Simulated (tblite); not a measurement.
# C3H10BBrGe: the cost of one run

The runs use tblite 0.8.0 and PySCF 2.14.0, with density-fitted response routines of our own; the level of theory stands in each step. All values are computed, except where a source is named. Atoms count from 0, in the outputs and in this text.

### 1 The starting structure

16 atoms, charge 0, multiplicity 1; geometry from: force field or distance geometry start.

Bonds of the start (Å): C0–B1 1.60, B1–C2 1.58, C2–C3 1.52, C3–Ge4 1.95, Ge4–Br5 2.31, C0–H6 1.10, C0–H7 1.11, C0–H8 1.10, B1–H9 1.21, C2–H10 1.12, C2–H11 1.09, C3–H12 1.10, C3–H13 1.12, Ge4–H14 1.56, Ge4–H15 1.55.

### 2 Relaxing the molecule with GFN2-xTB

What the job is given:

```
{"job": {"kind": "relax", "xc": "GFN2-xTB", "basis": "xTB"}, "charge": 0, "multiplicity": 1}
C      1.808200     1.471000    -0.153200
B      1.073000     0.125300     0.289500
C      0.243700    -0.631900    -0.817500
C     -0.848600    -1.445800    -0.147900
Ge    -1.922600    -0.162700     0.851200
Br    -2.835100     1.295000    -0.697800
H      1.397400     2.349700     0.370600
H      1.621000     1.686800    -1.225500
H      2.880200     1.423600     0.075800
H      1.718900    -0.581300     1.035000
H     -0.223100     0.131300    -1.490300
H      0.855800    -1.308900    -1.417800
H     -1.445400    -1.952200    -0.925200
H     -0.396000    -2.176500     0.569000
H     -0.935000     0.647700     1.748100
H     -3.000000    -0.862100     1.727100
```

The run is started by

```
$ OMP_NUM_THREADS=1 python probes_run.py task.json out
```

The driver reads the jobs from task.json and runs them one after another.

**Question.** How long does this first job take on 1 thread of Intel Xeon at 2.50GHz, shared host, and how much memory does it need?

About 2.4 s, with a peak of 0.18 GiB.
